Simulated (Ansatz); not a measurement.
# SrO: properties at the relaxed cell

One table from this session's results is given with a row withheld; the runs are named, their logs left out.

The COD entry's cell or inner coordinates are ideal or old and differ from later refinements, so a difference from it is no clean test against experiment.

Program: Ansatz 0.2.0. Level of theory: DFT PBE, scalar-relativistic, plane waves, PAW. These are calculated values, not measurements.

## The structure to begin with

The structure is cubic, space group Fm-3m (No. 225). Conventional cell: a = 5.195 Å, b = 5.195 Å, c = 5.195 Å, α = 90.00°, β = 90.00°, γ = 90.00°. Around Sr (site symmetry m-3m) lie 6 O at 2.60 Å. O (site symmetry m-3m) has 6 Sr at 2.60 Å as nearest neighbours.

Coordinates:

```
Sr O
1.0
     0.00000    2.59737    2.59737
     2.59737    0.00000    2.59737
     2.59737    2.59737    0.00000
Sr O
1 1
Direct
  0.50000 0.50000 0.50000
  0.00000 0.00000 0.00000
```

It is the result of an earlier relaxation at this level (volume 17.52 Å³/atom; gap on the mesh: 3.33 eV).

The first run:

Contents of input.yaml:

```yaml
crystal:
  lattice:
    - [0.0, 2.5973730505, 2.5973730505]
    - [2.5973730505, 0.0, 2.5973730505]
    - [2.5973730505, 2.5973730505, 0.0]
  atoms:
    - { symbol: Sr, position: [0.5, 0.5, 0.5] }
    - { symbol: O, position: [0.0, 0.0, 0.0] }
basis:
  ecutwfc: 420
kpoints:
  mp_grid: { grid: [8, 8, 8] }
  band_path: { path: [VBM, CBM], npoints: 2 }
hamiltonian:
  xc: pbe
scf:
  occupations: { method: gaussian, width: 0.02 }
output:
  forces: false
  stress: false
  eigenvalues: true
checkpoint:
  read: start.run
  write: ck
  compress: false
  write_wavefunctions: false
  write_every: 100000
```

Launch:

```bash
$ ansatz run input.yaml --threads 1 --pin off --max-ram 2560MiB --backend cpu --events-out ev --progress --plain --runs-dir out
```

Among the steps run: Seeking the band edges over the whole zone; Eigenvalues a small step from each edge; Back to the database's cell; Point at V/V0 = 0.97; The cell scaled to 1.03 of its volume; Volume × 0.94; Volume × 1.06; Point at V/V0 = 0.91; Point at V/V0 = 1.10; Point at V/V0 = 0.88.

One of the session's tables, all rows but one given; the rest of the session is left out.

It belongs to the step «Fit of the equation of state». 

| volume (Å³/atom) | energy above the lowest point (meV/atom) | pressure (GPa) | gap on the mesh (eV) |
| --- | --- | --- | --- |
| 15.420 | 84.2 | 14.42 | 3.24 |
| 15.946 | ? | ? | ? |
| 16.471 | 18.7 | 6.03 | 3.30 |
| 16.997 | 4.4 | 2.77 | 3.31 |
| 17.523 | 0.0 | 0.01 | 3.33 |
| 18.048 | 3.9 | -2.33 | 3.33 |
| 18.574 | 14.8 | -4.31 | 3.34 |
| 19.275 | 38.7 | -6.50 | 3.17 |

**Question.** Estimate the row for volume (Å³/atom) = 15.946.

Worked estimate for «energy above the lowest point (meV/atom)». A straight line through the neighbours (15.420, 84.2) and (16.471, 18.7) gives 84.2 + (18.7 − 84.2) × (15.946 − 15.420) / (16.471 − 15.420) = 51.4; a parabola fitted to 3 rows on both sides gives 45.3.

The run gave: energy above the lowest point (meV/atom): 44.6; pressure (GPa): 9.87; gap on the mesh (eV): 3.27. In «energy above the lowest point (meV/atom)» the line misses by +6.8 and the parabola by +0.7.

Caveats from the session: The gap on the mesh goes from 3.24 eV at the smallest volume to 3.17 eV at the largest, through a peak of 3.34 eV between.
